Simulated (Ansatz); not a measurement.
# IrRu2: the cost of one run

Program: Ansatz 0.2.0. Level of theory: DFT PBE, scalar-relativistic, plane waves, PAW. These are calculated values, not measurements.

2 further runs of the same task are left out: 1 that didn't finish, 1 set aside as unsound or not needed.

## (1) The structure to begin with

It takes space group P6_3/mmc (No. 194, hexagonal). The conventional cell has a = 2.702 Å, b = 2.702 Å, c = 12.959 Å, α = 90.00°, β = 90.00°, γ = 120.00°. Around Ru (site symmetry 3m) lie 9 Ru at 2.66 to 2.70 Å and 3 Ir at 2.66 Å. Ir (site symmetry -6m2) has 6 Ru at 2.66 Å and 6 Ir at 2.70 Å as nearest neighbours.

As a file:

```cif
data_structure
_symmetry_space_group_name_H-M 'P6_3/mmc'
_symmetry_Int_Tables_number 194
_cell_length_a 2.7016
_cell_length_b 2.7016
_cell_length_c 12.9595
_cell_angle_alpha 90.000
_cell_angle_beta 90.000
_cell_angle_gamma 120.000
_cell_volume 81.91
loop_
_atom_site_label
_atom_site_type_symbol
_atom_site_symmetry_multiplicity
_atom_site_Wyckoff_symbol
_atom_site_fract_x
_atom_site_fract_y
_atom_site_fract_z
_atom_site_occupancy
Ru1 Ru 4 f 0.33333 0.66667 0.91667 1
Ir1 Ir 2 c 0.33333 0.66667 0.25000 1
```

The start is an ordering of an alloy on its end members' structure types: elements ordered on the sites of the Re type, Ru/Ir on Re (P6_3/mmc, No. 194).

## (2) A first look at the guess

The input, input.yaml:

```yaml
crystal:
  lattice:
    - [2.70160038, 0.0, 0.0]
    - [-1.35080019, 2.33965456, 0.0]
    - [0.0, 0.0, 12.95945686]
  atoms:
    - { symbol: Ru, position: [0.33333333, 0.66666667, 0.91666667] }
    - { symbol: Ru, position: [0.33333333, 0.66666667, 0.58333333] }
    - { symbol: Ru, position: [0.66666667, 0.33333333, 0.08333333] }
    - { symbol: Ru, position: [0.66666667, 0.33333333, 0.41666667] }
    - { symbol: Ir, position: [0.33333333, 0.66666667, 0.25] }
    - { symbol: Ir, position: [0.66666667, 0.33333333, 0.75] }
basis:
  ecutwfc: 420
kpoints:
  mp_grid: { grid: [6, 6, 2] }
hamiltonian:
  xc: pbe
scf:
  occupations: { method: gaussian, width: 0.1 }
  lower_state_search: "off"
output:
  forces: true
  stress: true
  eigenvalues: true
```

Launch:

```sh
> ansatz run input.yaml --threads 1 --pin off --max-ram 2560MiB --backend cpu --events-out ev --progress --plain --runs-dir out
```

Q: Estimate wall time and peak memory on 1 thread of AMD EPYC (Zen 3), shared host.

About 5.3 s, with a peak of 0.4 GiB.
